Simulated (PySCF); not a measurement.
# F4O2V2 ([F2V(mu-O)2VF2]2-): the cost of one run

Computed with PySCF 2.14.0 and routines of our own; the level stands in each step. Atoms count from 0.

## 1. The starting structure

8 atoms, charge -2, high-spin multiplicity 5; geometry from: idealised, bond lengths from ionic radii.

The system (edge-sharing dimer): [F2V(mu-O)2VF2]2-. The metals (V(III), V(III)) are 2.75 Å apart; the bridge angle is 94°; the spin sites are atom 0 (2 unpaired) and atom 1 (2 unpaired).

## 2. Magnetic exchange: B3LYP/def2-SVP in water

What the job is given:

```
{"job": {"kind": "bs", "xc": "B3LYP", "basis": "def2-SVP", "grid": 1, "solvent": "water"}, "charge": -2, "high_spin_multiplicity": 5, "spin_sites": [[[0], 2], [[1], 2]]}
V     -1.377700     0.000000    -0.000000
V      1.377700     0.000000    -0.000000
O     -0.000000     1.289200    -0.000000
O     -0.000000    -1.289200     0.000000
F     -2.397000     0.000000     1.519800
F     -2.397000    -0.000000    -1.519800
F      2.397000    -0.000000    -1.519800
F      2.397000     0.000000     1.519800
```

Method: B3LYP/def2-SVP high-spin and broken-symmetry single points, IEF-PCM water.

On the command line:

```bash
$ OMP_NUM_THREADS=1 python exch_run.py task.json out
```

This one command runs all jobs of the session in turn.

Q: Estimate the wall time and peak memory of this first job on 1 thread of Arm Neoverse V2, shared host.

About 23 s, with a peak of 0.52 GiB.
